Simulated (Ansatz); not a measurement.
# Cu: the cost of one run

Program: Ansatz 0.2.0. Level of theory: DFT PBEsol, scalar-relativistic, plane waves, PAW. These are calculated values, not measurements.

## Step 1: Starting point

Symmetry: I4/mmm, No. 139, tetragonal system. The conventional cell has a = 2.886 Å, b = 2.886 Å, c = 2.752 Å, α = 90.00°, β = 90.00°, γ = 90.00°. Cu (site symmetry 4/mmm) has 10 Cu at 2.46 to 2.75 Å in its first shell of neighbours.

Coordinates:

```
CELL_PARAMETERS angstrom
-1.44279 1.44279 1.37608
1.44279 -1.44279 1.37608
1.44279 1.44279 -1.37608
ATOMIC_POSITIONS crystal
Cu 0.00000 0.00000 0.00000
```

It goes back to an entry of the Materials Project, which need not be the stable form.

No relaxation comes first: the listed cell is the starting point.

## Step 2: The reference cell

Reference values: F = -6588.7351 eV; pressure -1.43 GPa; largest force 0.000 eV/Å; gap on the mesh none (metal). It was computed beforehand with the settings of the runs below.

## Step 3: The scan: biaxial against axial strain

The cell is strained by p along both x and y and by q along z, with fractional coordinates fixed.

## Step 4: p = -0.050, q = -0.050

The input, input.yaml:

```yaml
crystal:
  lattice:
    - [-1.370653654, 1.370653654, 1.3072773775]
    - [1.370653654, -1.370653654, 1.3072773775]
    - [1.370653654, 1.370653654, -1.3072773775]
  atoms:
    - { symbol: Cu, position: [0.0, 0.0, 0.0] }
basis:
  ecutwfc: 420
kpoints:
  mp_grid: { grid: [24, 24, 24] }
hamiltonian:
  xc: pbesol
scf:
  occupations: { method: gaussian, width: 0.15 }
output:
  forces: true
  stress: true
  eigenvalues: true
```

Launch:

```console
$ ansatz run input.yaml --threads 1 --pin off --max-ram 2560MiB --backend cpu --events-out ev --progress --plain --runs-dir out
```

**Question.** How long does this run take on 1 thread of Intel Xeon at 2.50GHz (Skylake/Cascade Lake), shared host, and how much memory does it need?

About 19 s, with a peak of 0.46 GiB.
